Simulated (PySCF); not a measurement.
# SbCl: from the state search to spectroscopic constants

The task here is to estimate one member of a computed series from the others.

Computed with PySCF 2.14.0. Level: Sb cc-pVDZ-PP with ECP28, Cl cc-pV(D+d)Z, scalar-relativistic core potentials.

The first run:

Settings of the job:

* atoms: Sb, Cl
* charge: 0
* basis: Sb cc-pVDZ-PP with ECP28, Cl cc-pV(D+d)Z
* Hamiltonian: scalar-relativistic core potentials
* basis functions: 46
* electrons treated: 40
* masses in u: 120.9038, 34.9689
* levels: PBE0, PBE, r²SCAN, B97-3, PW91, M06, HF, MP2, SCS-MP2, CCSD, CCSD(T)
* grid: 80 radial by 434 angular points
* occupations: held fixed by the projection of orbital angular momentum
* dissociation limit: Sb + Cl, each in its ground configuration
* starting distance in angstrom: 2.335
* values of 2S to try: 0, 2, 4

Command:

```bash
$ OMP_NUM_THREADS=1 python dia.py task.json out
```

Steps of the session up to this table: Input; The PBE0 curve of the state that the search chose; Excited determinants; PBE (GGA); r²SCAN; B97-3; PW91; M06; UHF; Adding correlation.

One of the session's tables, all rows but one given; the rest of the session is left out.

It belongs to the step «Constants by level of theory». Differences from CCSD(T) in the same basis:

```
      level  Re (mÅ)  ωe (%)
        UHF        ?       ?
    UHF-MP2      -14    +3.2
UHF-SCS-MP2       -6    +1.6
   UHF-CCSD       -4    +1.0
        PBE       -3    -0.5
       PW91       -4    -0.4
     r²SCAN      -18    +2.3
       PBE0      -24    +3.4
      B97-3       -8    +1.3
        M06      -18    +3.5
```

Estimate the missing values for UHF.

The run gave: Re (mÅ): -8; ωe (%): +2.4.
